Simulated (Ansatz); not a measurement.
**C2H5AlN2: small, medium and large basis sets**

An exercise on one series of results from a longer session: the logs are not shown, and one member is left open.

Computed with Ansatz 0.2.0, Gaussian basis. Level: one geometry, several basis sets.

Levels to be run: PBE0-D4/def2-SVP; ωB97M-V/def2-SVP; PBE0-D4/def2-QZVPP; ωB97M-V/def2-QZVPP; the functionals' def2-TZVPP values are taken from earlier runs.

## The relaxed structure

All runs share one geometry, relaxed beforehand with PBE0-D4 in a triple-zeta def2 set.

10 atoms, charge 0, spin multiplicity 1.

Atoms are counted from 1 here; the program's logs count them from 0.

Bond lengths: N1–C2 1.333 Å, N1–H6 1.008 Å, N1–H7 1.008 Å, C2–C3 1.219 Å, C3–Al4 1.883 Å, Al4–N5 1.767 Å, Al4–H8 1.580 Å, N5–H9 1.007 Å, N5–H10 1.007 Å. Angles: C2–N1–H6 116.8°, C2–N1–H7 116.9°, H6–N1–H7 113.9°, N1–C2–C3 177.6°, C2–C3–Al4 178.1°, C3–Al4–N5 119.1°, C3–Al4–H8 122.6°, N5–Al4–H8 118.3°, Al4–N5–H9 124.5°, Al4–N5–H10 125.0°, H9–N5–H10 110.5°.

The first run:

The input, in.yaml:

```yaml
crystal:
  periodic: [false, false, false]
  atoms:
    - {symbol: N, position_ang: [1.964372, -0.935321, -2.003259]}
    - {symbol: C, position_ang: [1.077640, -0.681063, -1.041423]}
    - {symbol: C, position_ang: [0.304272, -0.434674, -0.131858]}
    - {symbol: Al, position_ang: [-0.880659, -0.110301, 1.294567]}
    - {symbol: N, position_ang: [-1.574607, 1.503260, 1.485704]}
    - {symbol: H, position_ang: [2.113599, -1.903667, -2.239500]}
    - {symbol: H, position_ang: [1.964369, -0.316139, -2.798386]}
    - {symbol: H, position_ang: [-1.289395, -1.228980, 2.333107]}
    - {symbol: H, position_ang: [-2.214439, 1.766212, 2.216997]}
    - {symbol: H, position_ang: [-1.381952, 2.289472, 0.887050]}
basis:
  gaussian: {orbitals: def2-SVP}
hamiltonian: {xc: pbe0, dispersion: d4}
output: {orbitals: {seedname: orbitals}}
```

Among the steps run: PBE0-D4 in def2-SVP; ωB97M-V in def2-SVP; PBE0-D4 in def2-QZVPP; ωB97M-V in def2-QZVPP.

One of the session's tables, all rows but one given; the rest of the session is left out.

It belongs to the step «Functionals by basis». 

```
functional       basis  HOMO (eV)  LUMO (eV)
   PBE0-D4    def2-SVP      -6.24      -0.01
   PBE0-D4  def2-TZVPP      -6.43      -0.24
   PBE0-D4  def2-QZVPP      -6.47      -0.34
   ωB97M-V    def2-SVP      -8.39       1.74
   ωB97M-V  def2-TZVPP          ?          ?
   ωB97M-V  def2-QZVPP      -8.65       1.06
```

Estimate the missing values for ωB97M-V, def2-TZVPP.

**Answer.** HOMO (eV): -8.60; LUMO (eV): 1.40. In the column «HOMO (eV)» it lies between ωB97M-V, def2-QZVPP (-8.65) and ωB97M-V, def2-SVP (-8.39).
